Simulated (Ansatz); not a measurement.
**Ba2PdO3 (Immm): one cell under locks on the spin (series 2)**

Aim: hold or release the moments of Ba2PdO3 (Immm) in several ways at one fixed cell, and compare the energies. Cell and atoms stay fixed.

Program: Ansatz 0.2.0. Level of theory: DFT PBEsol without U, plane waves, PAW. These are calculated values, not measurements.

### Step 1. The system as given

It takes space group Immm (No. 71, orthorhombic). The conventional cell has a = 3.836 Å, b = 4.080 Å, c = 13.335 Å, α = 90.00°, β = 90.00°, γ = 90.00°. Around Ba (site symmetry mm2) lie 7 O at 2.69 to 2.80 Å. Pd (site symmetry mmm) is surrounded by 4 O at 2.03 to 2.04 Å. O (site symmetry mmm) has 2 Pd at 2.04 Å and 4 Ba at 2.73 Å as nearest neighbours. Around O (site symmetry mm2) lie 1 Pd at 2.03 Å and 5 Ba at 2.69 to 2.80 Å.

As a file:

```
CELL_PARAMETERS angstrom
-1.91810 2.04000 6.66750
1.91810 -2.04000 6.66750
1.91810 2.04000 -6.66750
ATOMIC_POSITIONS crystal
Ba 0.64610 0.64610 0.00000
Ba 0.35390 0.35390 0.00000
Pd 0.00000 0.00000 0.00000
O 0.50000 0.00000 0.50000
O 0.84810 0.84810 0.00000
O 0.15190 0.15190 0.00000
```

The runs: total moment held at first, then free, 1.00 μB per cell; site moments held (series factor 1.05; the input gives the size); no spin polarisation; total moment locked, 1.00 μB per cell; total moment locked, 2.00 μB per cell; site moments held (series factor 0.6; the input gives the size).

An earlier series on this cell reached its lowest free state from «ferromagnetic start, free, symmetry kept, no search», perhaps among other starts (it ended without moments).

### Step 2. Total moment held at first, then free, 1.00 μB per cell

Input file input.yaml:

```yaml
crystal:
  lattice:
    - [-1.9181001, 2.04000011, 6.66750036]
    - [1.9181001, -2.04000011, 6.66750036]
    - [1.9181001, 2.04000011, -6.66750036]
  atoms:
    - { symbol: Ba, position: [0.6461, 0.6461, 0.0] }
    - { symbol: Ba, position: [0.3539, 0.3539, 0.0] }
    - { symbol: Pd, position: [0.0, 0.0, 0.0], spin: 1.0 }
    - { symbol: O, position: [0.5, 0.0, 0.5] }
    - { symbol: O, position: [0.8481, 0.8481, 0.0] }
    - { symbol: O, position: [0.1519, 0.1519, 0.0] }
basis:
  ecutwfc: 420
  ecutrho_ratio: 4
kpoints:
  mp_grid: { grid: [7, 7, 7] }
hamiltonian:
  xc: pbesol
scf:
  occupations: { method: gaussian, width: 0.05 }
  lower_state_search: "off"
  max_iter: 150
output:
  forces: true
  stress: true
  eigenvalues: true
  populations: true
  hubbard: { sites: [{ site: 2, l: d }] }
magnetization:
  spin_polarized: true
  initial_magnetization: 1.0
  spin_locking: { lock_magnetization: soft, n_iters: 6 }
```

The lock is temporary (n_iters 6) and is released on the way.

Command:

```sh
> ansatz run input.yaml --threads 4 --pin off --max-ram 6144MiB --backend cpu --events-out ev --progress --plain --runs-dir out
```

Log (excerpt; [...] marks lines left out):

```text
Warning: output.stress: scf.convergence.dr2_threshold = 1e-7 eV (the SCF's general default) is looser than the 6e-10 eV advised for a printed stress (1e-10 eV for each atom of the cell: 6). What an SCF threshold leaves in a stress goes as its square root, and in the free energy as the [...]
Warning: RAYON_NUM_THREADS=4 ignored (pool sized by the plan → 4); use --threads N
[...]
Pseudopotentials: kind: paw
Pseudopotential: Ba, paw, valence charge 10, recommended cutoff 420 eV (normal), Ba.paw.azcp
Pseudopotential: Pd, paw, valence charge 18, recommended cutoff 420 eV (normal), Pd.paw.azcp
Pseudopotential: O, paw, valence charge 6, recommended cutoff 420 eV (normal), O.paw.azcp
Functional definition: PBEsol
[...]
Crystal: 6 atoms, lattice volume = 104.358 Å³
Basis set: ecut = 420 eV, 2043 PW (Γ), FFT grids on a1+a3, a2+a3, a3, exchange–correlation on 60×54×100 points (8 copies of the dense FFT grid, shifted against one another)
Bands: 35, of which v1, the nominal top of the filled ones, is band 28 counted from 1 (27 counted from 0)
Symmetry: 8 space group operations
Space group: Immm (ITA 71), of the structure as read, at distance tolerance 4.7e-5 Å
Magnetic group: BNS 71.533 (UNI 631), of the structure as read, at distance tolerance 4.7e-5 Å
k-points: 64 of 343
[...]
Starting moments: Σ|m| = 1 μB on 1 of 6 sites
[...]
SCF iter   1: F=—  HF=-20345.223461 eV  |F-HF|=—  |Δ(HF+E_count)|=         —  Δρ=2.02e-1 (↑2.02e-1 ↓1.68e-1)  dr2=3.92e2  dr2_m=3.17e-1  M=1.000 μB ∫|m|=1.011 μB  β_m=0.30  ethr=3.10e-3  ⟨swp⟩=12.1  Hψ=26931  notcnv=0
[...]
spin=Collinear: Kerker preconditioning applied to the charge; magnetization (m = ρ↑ − ρ↓) channel mixes plain (no charge-response kernel on spin).
[...]
WARN: the starting moments were not kept: the SCF closed with an absolute magnetisation of 8.9e-6 μB, where they sum to 1 μB in size (1 site). That is at most 0.1 of that sum. Measured as dr2_m measures the in/out step, that magnetisation stands 3.2e-11 eV from none, at or under the [...]
--- Magnetisation constraints (ε_frz = 1.0e-4 eV) ---
  site  kind          target   achieved (μB)  |Δ|max (μB)  g (eV/μB)  λ_eff  esc  ok  flags
  cell  total_moment  +1.0000  +0.0000        1.00e0       -0.00e0    0.000  0    —   released
Free energy (F): -20319.027882 eV
[...]
E sigma→0 (E₀):  -20319.026800 eV
Entropy (-TS):   -0.002164 eV (-0.361 meV/atom)
Fermi energy:    10.868182 eV
[...]
--- Forces (eV/Å), atoms counted from 1 ---
  atom   1  Ba    -0.00000000     0.00000000    -0.17093831
  atom   2  Ba     0.00000000     0.00000000     0.17093831
  atom   3  Pd     0.00000000     0.00000000     0.00000000
  atom   4  O      0.00000000     0.00000000     0.00000000
  atom   5  O      0.00000000     0.00000000    -0.41153963
  atom   6  O     -0.00000000     0.00000000     0.41153963
[...]
--- Stress (GPa, compression-positive) ---
       -2.196732      -0.000000       0.000000
       -0.000000      -1.763513      -0.000000
        0.000000      -0.000000      -1.696774
  P = ⅓ Tr σ = -1.8857 GPa (-18.857 kbar)
--- Band table (eV; the first three rows and the last of 128) ---
[...]
--- Löwdin populations: 6 sites ---
  site symbol       q [e]    m [muB]
     0     Ba      8.3457    -0.0000
     1     Ba      8.3457    -0.0000
     2     Pd     16.8082     0.0000
     3      O      7.1385     0.0000
     4      O      7.1826     0.0000
     5      O      7.1826     0.0000
  spilling = 0.017800 (of n_electrons = 56.000000)
--- Occupation matrices: 1 shell (Löwdin-built; ε = 2.00e-2, provisional) ---
  Pd2 d_4D: site group D2h (mmm)
  Pd2 d_4D up     Tr n = 4.4139  λ = 0.521 0.930 0.983 0.990 0.991  [z2 0.78 Ag(1.00) | x2-y2 0.78 Ag(1.00) | 3× xz 0.33 B2g(0.33)]
  Pd2 d_4D dn     Tr n = 4.4139  λ = 0.521 0.930 0.983 0.990 0.991  [z2 0.78 Ag(1.00) | x2-y2 0.78 Ag(1.00) | 3× xz 0.33 B2g(0.33)]
  Tr n, λ and their labels are of the run-group-symmetrised matrices; stabiliser: 16 of 16 elements of G0×{1,Θ} (closed), max defect 3.8e-6 at τ = 4.2e-3
```

Run time: 20 s. Hardware: 4 threads of Arm Neoverse V1, shared host; peak memory 0.66 GiB.

Result: no gap, pressure -1.9 GPa, no moment over 0.05 μB in any sphere, largest force component 0.41 eV/Å, 8 symmetry operations imposed.

The shells' filling, with natural orbitals sorted by occupation:

```
         shell  channel  electrons  over 0.8  0.2 to 0.8  under 0.2
Pd 4d (atom 3)       up       4.41         4           1          0
Pd 4d (atom 3)     down       4.41         4           1          0
```

### Step 3. Site moments held (series factor 1.05; the input gives the size)

Edit input.yaml of step 2 so:

```diff
@@ -8,3 +8,3 @@
     - { symbol: Ba, position: [0.3539, 0.3539, 0.0] }
-    - { symbol: Pd, position: [0.0, 0.0, 0.0], spin: 1.0 }
+    - { symbol: Pd, position: [0.0, 0.0, 0.0], spin: 2.1 }
     - { symbol: O, position: [0.5, 0.0, 0.5] }
@@ -31,3 +31,2 @@
   spin_polarized: true
-  initial_magnetization: 1.0
-  spin_locking: { lock_magnetization: soft, n_iters: 6 }
+  spin_locking: { lock_spins: true }
```

The lock stays on to the end, so the result is a constrained state.

Command:

```sh
> ansatz run input.yaml --threads 4 --pin off --max-ram 6144MiB --backend cpu --events-out ev --progress --plain --runs-dir out
```

Log (excerpt; [...] marks lines left out):

```text
Warning: output.stress: scf.convergence.dr2_threshold = 1e-7 eV (the SCF's general default) is looser than the 6e-10 eV advised for a printed stress (1e-10 eV for each atom of the cell: 6). What an SCF threshold leaves in a stress goes as its square root, and in the free energy as the [...]
Warning: output.stress: the lock of the moments that magnetization.spin_locking holds to the close lets an SCF meet its threshold on dr2 anywhere within the lock's freeze window, and the stress can move with the moments there: no threshold on dr2 bounds that. The window is the square root [...]
Warning: RAYON_NUM_THREADS=4 ignored (pool sized by the plan → 4); use --threads N
[...]
[... 5 set-up lines as earlier in the session ...]
[...]
Crystal: 6 atoms, lattice volume = 104.358 Å³
[...]
  atom   2  Ba     0.00000000     0.00000000    -0.28637413
  atom   3  Pd     0.00000000     0.00000000     0.00000000
  atom   4  O      0.00000000     0.00000000     0.00000000
  atom   5  O      0.00000000     0.00000000    -1.45467668
  atom   6  O     -0.00000000     0.00000000     1.45467668
[...]
--- Stress (GPa, compression-positive) ---
       -0.520655      -0.000000       0.000000
       -0.000000       3.157628      -0.000000
        0.000000      -0.000000       8.305025
  P = ⅓ Tr σ = 3.6473 GPa (36.473 kbar)
--- Band table (eV; the first three rows and the last of 128) ---
[...]
--- Löwdin populations: 6 sites ---
  site symbol       q [e]    m [muB]
     0     Ba      8.3730    -0.0343
     1     Ba      8.3730    -0.0343
     2     Pd     16.1887     1.5659
     3      O      7.2175     0.3297
     4      O      7.2732     0.1306
     5      O      7.2732     0.1306
  spilling = 0.023238 (of n_electrons = 56.000000)
--- Occupation matrices: 1 shell (Löwdin-built; ε = 2.00e-2, provisional) ---
  Pd2 d_4D: site group D2h (mmm)
  Pd2 d_4D up     Tr n = 4.8883  λ = 0.973 0.975 0.980 0.980 0.981  [5× z2 0.20 Ag(0.40)]
  Pd2 d_4D dn     Tr n = 3.3201  λ = 0.342 0.555 0.763 0.763 0.896  [z2 0.74 Ag(1.00) | yz 1.00 B3g(1.00) | 2× xy 0.50 Ag(0.50) | xz 1.00 B2g(1.00)]
  Tr n, λ and their labels are of the run-group-symmetrised matrices; stabiliser: 8 of 16 elements of G0×{1,Θ} (closed), max defect 2.2e-15 at τ = 4.2e-3
```

Wall time 35 s (4 threads of Arm Neoverse V1, shared host); peak memory 0.66 GiB.

Result: no gap, pressure 3.6 GPa, moments in spheres Pd 2.10; O 0.23, 0.08 μB, largest force component 1.45 eV/Å, 8 symmetry operations imposed.

The shells' filling, with natural orbitals sorted by occupation:

```
         shell  channel  electrons  over 0.8  0.2 to 0.8  under 0.2
Pd 4d (atom 3)       up       4.89         5           0          0
Pd 4d (atom 3)     down       3.32         1           4          0
```

### Step 4. No spin polarisation

Edit input.yaml of step 3 so:

```diff
@@ -8,3 +8,3 @@
     - { symbol: Ba, position: [0.3539, 0.3539, 0.0] }
-    - { symbol: Pd, position: [0.0, 0.0, 0.0], spin: 2.1 }
+    - { symbol: Pd, position: [0.0, 0.0, 0.0] }
     - { symbol: O, position: [0.5, 0.0, 0.5] }
@@ -29,4 +29 @@
   hubbard: { sites: [{ site: 2, l: d }] }
-magnetization:
-  spin_polarized: true
-  spin_locking: { lock_spins: true }
```

Command:

```sh
> ansatz run input.yaml --threads 4 --pin off --max-ram 6144MiB --backend cpu --events-out ev --progress --plain --runs-dir out
```

Log (excerpt; [...] marks lines left out):

```text
Warning: RAYON_NUM_THREADS=4 ignored (pool sized by the plan → 4); use --threads N
[...]
[... 5 set-up lines as earlier in the session ...]
[...]
Crystal: 6 atoms, lattice volume = 104.358 Å³
Basis set: ecut = 420 eV, 2043 PW (Γ), FFT grids on a1+a3, a2+a3, a3, exchange–correlation on 60×54×100 points (8 copies of the dense FFT grid, shifted against one another)
Bands: 34, of which v1, the nominal top of the filled ones, is band 28 counted from 1 (27 counted from 0)
[... 2 set-up lines as earlier in the session ...]
k-points: 64 of 343
[...]
  atom   5  O      0.00000000     0.00000000    -0.41157872
  atom   6  O     -0.00000000     0.00000000     0.41157872
[...]
--- Stress (GPa, compression-positive) ---
       -2.196479      -0.000000       0.000000
       -0.000000      -1.763298      -0.000000
        0.000000      -0.000000      -1.696625
  P = ⅓ Tr σ = -1.8855 GPa (-18.855 kbar)
--- Band table (eV; the first three rows and the last of 64) ---
[...]
--- Löwdin populations: 6 sites ---
  site symbol       q [e]
     0     Ba      8.3457
     1     Ba      8.3457
     2     Pd     16.8082
     3      O      7.1385
     4      O      7.1826
     5      O      7.1826
  spilling = 0.017800 (of n_electrons = 56.000000)
--- Occupation matrices: 1 shell (Löwdin-built; ε = 2.00e-2, provisional) ---
  Pd2 d_4D: site group D2h (mmm)
  Pd2 d_4D -      Tr n = 4.4140  λ = 0.521 0.930 0.983 0.990 0.991  [z2 0.78 Ag(1.00) | x2-y2 0.78 Ag(1.00) | 3× xz 0.33 B2g(0.33)]
  Tr n, λ and their labels are of the run-group-symmetrised matrices; stabiliser: 16 of 16 elements of G0×{1,Θ} (closed), max defect 2.2e-15 at τ = 4.2e-3
```

Wall time 4.9 s (4 threads of Arm Neoverse V1, shared host); peak memory 0.53 GiB.

It ends with no gap, pressure -1.9 GPa, no moment over 0.05 μB in any sphere, largest force component 0.41 eV/Å, 8 symmetry operations imposed.

The shells' filling, with natural orbitals sorted by occupation:

```
         shell    channel  electrons  over 0.8  0.2 to 0.8  under 0.2
Pd 4d (atom 3)  each spin       4.41         4           1          0
```

### Step 5. Total moment locked, 1.00 μB per cell

Edit input.yaml of step 4 so:

```diff
@@ -8,3 +8,3 @@
     - { symbol: Ba, position: [0.3539, 0.3539, 0.0] }
-    - { symbol: Pd, position: [0.0, 0.0, 0.0] }
+    - { symbol: Pd, position: [0.0, 0.0, 0.0], spin: 1.0 }
     - { symbol: O, position: [0.5, 0.0, 0.5] }
@@ -29 +29,5 @@
   hubbard: { sites: [{ site: 2, l: d }] }
+magnetization:
+  spin_polarized: true
+  initial_magnetization: 1.0
+  spin_locking: { lock_magnetization: hard }
```

The lock stays on to the end, so the result is a constrained state.

Command:

```sh
> ansatz run input.yaml --threads 4 --pin off --max-ram 6144MiB --backend cpu --events-out ev --progress --plain --runs-dir out
```

Log (excerpt; [...] marks lines left out):

```text
Warning: output.stress: scf.convergence.dr2_threshold = 1e-7 eV (the SCF's general default) is looser than the 6e-10 eV advised for a printed stress (1e-10 eV for each atom of the cell: 6). What an SCF threshold leaves in a stress goes as its square root, and in the free energy as the [...]
Warning: RAYON_NUM_THREADS=4 ignored (pool sized by the plan → 4); use --threads N
[...]
[... 5 set-up lines as earlier in the session ...]
[...]
Crystal: 6 atoms, lattice volume = 104.358 Å³
Basis set: ecut = 420 eV, 2043 PW (Γ), FFT grids on a1+a3, a2+a3, a3, exchange–correlation on 60×54×100 points (8 copies of the dense FFT grid, shifted against one another)
Bands: 35, of which v1, the nominal top of the filled ones, is band 28 counted from 1 (27 counted from 0)
[...]
  atom   6  O     -0.00000000     0.00000000     0.70397226
[...]
--- Stress (GPa, compression-positive) ---
       -1.987598      -0.000000       0.000000
       -0.000000      -0.734233      -0.000000
        0.000000      -0.000000       0.920575
  P = ⅓ Tr σ = -0.6004 GPa (-6.004 kbar)
--- Band table (eV; the first three rows and the last of 128) ---
[...]
--- Löwdin populations: 6 sites ---
  site symbol       q [e]    m [muB]
     0     Ba      8.3460     0.0087
     1     Ba      8.3460     0.0087
     2     Pd     16.7758     0.4738
     3      O      7.0856     0.2293
     4      O      7.1928     0.0959
     5      O      7.1928     0.0959
  spilling = 0.018947 (of n_electrons = 56.000000)
--- Occupation matrices: 1 shell (Löwdin-built; ε = 2.00e-2, provisional) ---
  Pd2 d_4D: site group D2h (mmm)
  Pd2 d_4D up     Tr n = 4.6337  λ = 0.725 0.936 0.990 0.990 0.992  [z2 0.79 Ag(1.00) | x2-y2 0.79 Ag(1.00) | 3× xz 0.33 B2g(0.33)]
  Pd2 d_4D dn     Tr n = 4.1608  λ = 0.493 0.849 0.903 0.929 0.987  [z2 0.78 Ag(1.00) | yz 1.00 B3g(1.00) | xy 1.00 B1g(1.00) | x2-y2 0.78 Ag(1.00) | xz 1.00 B2g(1.00)]
  Tr n, λ and their labels are of the run-group-symmetrised matrices; stabiliser: 8 of 16 elements of G0×{1,Θ} (closed), max defect 2.3e-15 at τ = 4.2e-3
```

It took 18 s on 4 threads of Arm Neoverse V1, shared host; peak memory 0.67 GiB.

Result: no gap, pressure -0.6 GPa, moments in spheres Pd 0.46; O 0.19, 0.07 μB, largest force component 0.70 eV/Å, 8 symmetry operations imposed.

How the shells are filled (orbitals counted by the eigenvalues of the occupation matrices):

```
         shell  channel  electrons  over 0.8  0.2 to 0.8  under 0.2
Pd 4d (atom 3)       up       4.63         4           1          0
Pd 4d (atom 3)     down       4.16         4           1          0
```

### Step 6. Total moment locked, 2.00 μB per cell

Edit input.yaml of step 5 so:

```diff
@@ -8,3 +8,3 @@
     - { symbol: Ba, position: [0.3539, 0.3539, 0.0] }
-    - { symbol: Pd, position: [0.0, 0.0, 0.0], spin: 1.0 }
+    - { symbol: Pd, position: [0.0, 0.0, 0.0], spin: 2.0 }
     - { symbol: O, position: [0.5, 0.0, 0.5] }
@@ -31,3 +31,3 @@
   spin_polarized: true
-  initial_magnetization: 1.0
+  initial_magnetization: 2.0
   spin_locking: { lock_magnetization: hard }
```

The lock stays on to the end, so the result is a constrained state.

Command:

```sh
> ansatz run input.yaml --threads 4 --pin off --max-ram 6144MiB --backend cpu --events-out ev --progress --plain --runs-dir out
```

Log (excerpt; [...] marks lines left out):

```text
Warning: output.stress: scf.convergence.dr2_threshold = 1e-7 eV (the SCF's general default) is looser than the 6e-10 eV advised for a printed stress (1e-10 eV for each atom of the cell: 6). What an SCF threshold leaves in a stress goes as its square root, and in the free energy as the [...]
Warning: RAYON_NUM_THREADS=4 ignored (pool sized by the plan → 4); use --threads N
[...]
[... 5 set-up lines as earlier in the session ...]
[...]
Crystal: 6 atoms, lattice volume = 104.358 Å³
Basis set: ecut = 420 eV, 2043 PW (Γ), FFT grids on a1+a3, a2+a3, a3, exchange–correlation on 60×54×100 points (8 copies of the dense FFT grid, shifted against one another)
Bands: 35, of which v1, the nominal top of the filled ones, is band 28 counted from 1 (27 counted from 0)
[...]
  atom   6  O     -0.00000000     0.00000000     1.17033392
[...]
--- Stress (GPa, compression-positive) ---
       -1.426140      -0.000000       0.000000
       -0.000000       2.110129      -0.000000
        0.000000      -0.000000       5.070872
  P = ⅓ Tr σ = 1.9183 GPa (19.183 kbar)
--- Band table (eV; the first three rows and the last of 128) ---
[...]
--- Löwdin populations: 6 sites ---
  site symbol       q [e]    m [muB]
     0     Ba      8.3487     0.0196
     1     Ba      8.3487     0.0196
     2     Pd     16.7204     0.8771
     3      O      7.0767     0.4305
     4      O      7.1800     0.2277
     5      O      7.1800     0.2277
  spilling = 0.020458 (of n_electrons = 56.000000)
--- Occupation matrices: 1 shell (Löwdin-built; ε = 2.00e-2, provisional) ---
  Pd2 d_4D: site group D2h (mmm)
  Pd2 d_4D up     Tr n = 4.8073  λ = 0.891 0.941 0.990 0.991 0.994  [z2 0.88 Ag(1.00) | x2-y2 0.88 Ag(1.00) | 3× xz 0.33 B2g(0.33)]
  Pd2 d_4D dn     Tr n = 3.9315  λ = 0.484 0.754 0.850 0.915 0.930  [z2 0.77 Ag(1.00) | yz 1.00 B3g(1.00) | xy 1.00 B1g(1.00) | 2× xz 0.50 Ag(0.50)]
  Tr n, λ and their labels are of the run-group-symmetrised matrices; stabiliser: 8 of 16 elements of G0×{1,Θ} (closed), max defect 2.3e-15 at τ = 4.2e-3
```

Run time: 19 s. Hardware: 4 threads of Arm Neoverse V1, shared host; peak memory 0.67 GiB.

Result: no gap, pressure 1.9 GPa, moments in spheres Pd 0.86; O 0.36, 0.17 μB, largest force component 1.17 eV/Å, 8 symmetry operations imposed.

The shells' filling, with natural orbitals sorted by occupation:

```
         shell  channel  electrons  over 0.8  0.2 to 0.8  under 0.2
Pd 4d (atom 3)       up       4.81         5           0          0
Pd 4d (atom 3)     down       3.93         3           2          0
```

[end of part 1 of 2]
